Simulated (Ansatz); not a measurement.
# Ag: the cost of one run

Program: Ansatz 0.2.0. Level of theory: DFT PBEsol, scalar-relativistic, plane waves, PAW. These are calculated values, not measurements.

3 further runs of the same task are left out: 1 that didn't finish, 2 set aside as unsound or not needed.

### Step 1. The starting structure

It takes space group Fm-3m (No. 225, cubic). Conventional cell: a = 4.054 Å, b = 4.054 Å, c = 4.054 Å, α = 90.00°, β = 90.00°, γ = 90.00°. Ag (site symmetry m-3m) is surrounded by 12 Ag at 2.87 Å.

Structure file:

```
Ag
1.0
     0.00000    2.02721    2.02721
     2.02721    0.00000    2.02721
     2.02721    2.02721    0.00000
Ag
1
Direct
  0.00000 0.00000 0.00000
```

It is the result of an earlier relaxation at this level (volume 16.66 Å³/atom; gap on the mesh: none (metal)).

### Step 2. Tight relaxation for the response runs, with the smearing for a metal

Response runs need a geometry at rest under their own mesh and occupations; hence this stricter relaxation.

input.yaml

```yaml
crystal:
  lattice:
    - [0.0, 2.0272070345, 2.0272070345]
    - [2.0272070345, 0.0, 2.0272070345]
    - [2.0272070345, 2.0272070345, 0.0]
  atoms:
    - { symbol: Ag, position: [0.0, 0.0, 0.0] }
basis:
  ecutwfc: 420
kpoints:
  mp_grid: { grid: [20, 20, 20] }
hamiltonian:
  xc: pbesol
scf:
  occupations: { method: fermi_dirac, width: 0.15 }
output:
  forces: true
  stress: true
  eigenvalues: true
relax:
  adjacent_minimum: "off"
  f_tol: 0.001
  max_steps: 60
  cell: { stress_tol: 0.01 }
```

On the command line:

```
ansatz run input.yaml --threads 1 --pin off --max-ram 3072MiB --backend cpu --events-out ev --progress --plain --runs-dir out
```

What time and memory should one allow on 1 thread of Arm Neoverse V2, shared host?

About 5.1 s, with a peak of 0.33 GiB.
